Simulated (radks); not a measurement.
# Fe³⁺ in [Ne] 3s2 3p4 3d5 4p2: an all-electron calculation

Aim: the levels, the sizes of the orbitals and the parts of the energy of the iron ion Fe3+.

The numbers are computed with radks (a radial shooting solver on a logarithmic mesh, Libxc functionals) version 1 (non-relativistic Kohn-Sham, TPSS, spin-polarised, spherical densities, point nucleus; open shells are filled with parallel spins first), except any that are marked as measured or tabulated.

## Step 1: What is computed

| Item | Value |
| --- | --- |
| element | iron (Z = 26) |
| charge | +3 |
| electrons | 23 |
| configuration | [Ne] 3s2 3p4 3d5 4p2 |

Outer shells as boxes (Hund's rule):

Fe³⁺
```
[Ne] core
3s [↑↓]
3p [↑↓][↑ ][↑ ]
3d [↑ ][↑ ][↑ ][↑ ][↑ ]
4p [↑ ][↑ ][  ]
```

## Step 2: Self-consistent calculation

The run's settings:

```text
Z 26
configuration [Ne] 3s2 3p4 3d5 4p2 4s0 4d0
relativity non-relativistic
functional tpss,tpss
spin polarised
nucleus point
```

**Question.** What will this run give?

As calculated:

```
                        quantity                   value
                    total energy     -1256.27929 hartree
exchange-correlation share of it                  4.29 %
                            −T/E                  0.9993
          highest occupied level       4p up, -30.959 eV
    most extended occupied level  4p up, <r> = 2.30 bohr
 radius at density 0.001 e/bohr³               3.75 bohr
    maxima of the radial density                       3
```

What this shows: The radial density shows 3 maxima for 4 occupied principal shells; where shells overlap, one shows as a shoulder or not at all. −T/E = 0.9993, near the virial value of 1. This is not the tabulated ground configuration, so its levels and sizes aren't those of the ground state, and no measured value stands beside it.
